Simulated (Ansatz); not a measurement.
# InAs3: the cost of one run

Program: Ansatz 0.2.0. Level of theory: DFT PBE, scalar-relativistic, plane waves, PAW. These are calculated values, not measurements.

### 1 The starting structure

The structure is tetragonal, space group P4/mmm (No. 123). The conventional cell has a = 3.628 Å, b = 3.628 Å, c = 9.487 Å, α = 90.00°, β = 90.00°, γ = 90.00°. In (site symmetry 4/mmm) is surrounded by 8 As at 3.42 Å and 4 In at 3.63 Å. As (site symmetry 4mm) is surrounded by 4 In at 3.42 Å. As (site symmetry 4/mmm) is surrounded by 12 As at 3.57 to 3.63 Å.

Structure file:

```xyz
4
Lattice="3.6283 0.0000 0.0000 0.0000 3.6283 0.0000 0.0000 0.0000 9.4871" Properties=species:S:1:pos:R:3 pbc="T T T"
In    0.0000    0.0000    0.0000
As    1.8142    1.8142    7.2308
As    0.0000    0.0000    4.7436
As    1.8142    1.8142    2.2563
```

A structure generator made this guess: species swapped into a database cell of Tm3Mg (P4/mmm, No. 123), with As on the Tm sites and In on the Mg sites. The dimensions are guesses.

### 2 Probe: one point on a coarse mesh

The input, input.yaml:

```yaml
crystal:
  lattice:
    - [3.62832693, 0.0, 0.0]
    - [0.0, 3.62832693, 0.0]
    - [0.0, 0.0, 9.48714154]
  atoms:
    - { symbol: In, position: [0.0, 0.0, 0.0] }
    - { symbol: As, position: [0.5, 0.5, 0.76216817] }
    - { symbol: As, position: [0.0, 0.0, 0.5] }
    - { symbol: As, position: [0.5, 0.5, 0.23783183] }
basis:
  ecutwfc: 420
kpoints:
  mp_grid: { grid: [6, 6, 2] }
hamiltonian:
  xc: pbe
scf:
  occupations: { method: gaussian, width: 0.1 }
  lower_state_search: "off"
output:
  forces: true
  stress: true
  eigenvalues: true
```

Launch:

```
ansatz run input.yaml --threads 1 --pin off --max-ram 2560MiB --backend cpu --events-out ev --progress --plain --runs-dir out
```

What time and memory should one allow on 1 thread of Intel Xeon at 2.70GHz, shared host?

About 7.1 s, with a peak of 0.41 GiB.
